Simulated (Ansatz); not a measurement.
# PtSe: the cost of one run

Method: DFT PBEsol+U (U_eff = 7 eV on Pt d), plane waves, PAW, no spin–orbit coupling unless a run says so, in Ansatz 0.2.0.

2 further runs of the same task are left out: 2 that didn't finish.

## Step 1: The structure to begin with

It takes space group P-6m2 (No. 187, hexagonal). The conventional cell has a = 3.702 Å, b = 3.702 Å, c = 3.613 Å, α = 90.00°, β = 90.00°, γ = 120.00°. Pt (site symmetry -6m2) has 6 Se at 2.80 Å as nearest neighbours. Around Se (site symmetry -6m2) lie 6 Pt at 2.80 Å.

As a file:

```
Pt Se
1.0
     3.70187    0.00000    0.00000
    -1.85094    3.20591    0.00000
     0.00000    0.00000    7.22568
Pt Se
2 2
Direct
  0.00000 0.00000 0.00000
  0.00000 0.00000 0.50000
  0.66667 0.33333 0.25000
  0.66667 0.33333 0.75000
```

An earlier series on this cell reached its lowest free state from «ferrimagnetic site moments held at first, then free», perhaps among other starts (it ended without moments).

## Step 2: Total moment locked, 4.40 μB per cell

File input.yaml:

```yaml
crystal:
  lattice:
    - [3.70187033, 0.0, 0.0]
    - [-1.85093516, 3.20591375, 0.0]
    - [0.0, 0.0, 7.22568406]
  atoms:
    - { symbol: Pt, position: [0.0, 0.0, 0.0], spin: 2.2 }
    - { symbol: Se, position: [0.6666666667, 0.3333333333, 0.25] }
    - { symbol: Pt, position: [0.0, 0.0, 0.5], spin: 2.2 }
    - { symbol: Se, position: [0.6666666667, 0.3333333333, 0.75] }
basis:
  ecutwfc: 420
  ecutrho_ratio: 4
kpoints:
  mp_grid: { grid: [6, 6, 3] }
hamiltonian:
  xc: pbesol
  hubbard:
    sites:
      - { site: 0, l: d, u_eff: 7.0, starting_ns: [{ spin: up, occupation_matrix: s0up }, { spin: down, occupation_matrix: s0down }] }
      - { site: 2, l: d, u_eff: 7.0, starting_ns: [{ spin: up, occupation_matrix: s2up }, { spin: down, occupation_matrix: s2down }] }
    occupation_matrices:
      s0up:
        matrix:
          - [0.97, 0.0, 0.0, 0.0, 0.0]
          - [0.0, 0.97, 0.0, 0.0, 0.0]
          - [0.0, 0.0, 0.97, 0.0, 0.0]
          - [0.0, 0.0, 0.0, 0.97, 0.0]
          - [0.0, 0.0, 0.0, 0.0, 0.97]
      s0down:
        matrix:
          - [0.97, 0.0, 0.0, 0.0, 0.0]
          - [0.0, 0.02, 0.0, 0.0, 0.0]
          - [0.0, 0.0, 0.02, 0.0, 0.0]
          - [0.0, 0.0, 0.0, 0.97, 0.0]
          - [0.0, 0.0, 0.0, 0.0, 0.97]
      s2up:
        matrix:
          - [0.97, 0.0, 0.0, 0.0, 0.0]
          - [0.0, 0.97, 0.0, 0.0, 0.0]
          - [0.0, 0.0, 0.97, 0.0, 0.0]
          - [0.0, 0.0, 0.0, 0.97, 0.0]
          - [0.0, 0.0, 0.0, 0.0, 0.97]
      s2down:
        matrix:
          - [0.97, 0.0, 0.0, 0.0, 0.0]
          - [0.0, 0.02, 0.0, 0.0, 0.0]
          - [0.0, 0.0, 0.02, 0.0, 0.0]
          - [0.0, 0.0, 0.0, 0.97, 0.0]
          - [0.0, 0.0, 0.0, 0.0, 0.97]
    ns_hold: { iters: 8 }
scf:
  occupations: { method: gaussian, width: 0.05 }
  lower_state_search: "off"
  max_iter: 150
output:
  forces: true
  stress: true
  eigenvalues: true
  populations: true
  hubbard: { sites: [{ site: 0, l: d }, { site: 2, l: d }] }
magnetization:
  spin_polarized: true
  initial_magnetization: 4.4
  spin_locking: { lock_magnetization: hard }
```

The typed matrices put 0.97 on the chosen orbitals and 0.02 on the others, and are held for 8 cycles. The lock stays on to the end, so the result is a constrained state.

Launch:

```
$ ansatz run input.yaml --threads 2 --pin off --max-ram 3072MiB --backend cpu --events-out ev --progress --plain --runs-dir out
```

What time and memory should one allow on 2 threads of Arm Neoverse V1, shared host?

About 26 s, with a peak of 0.41 GiB.
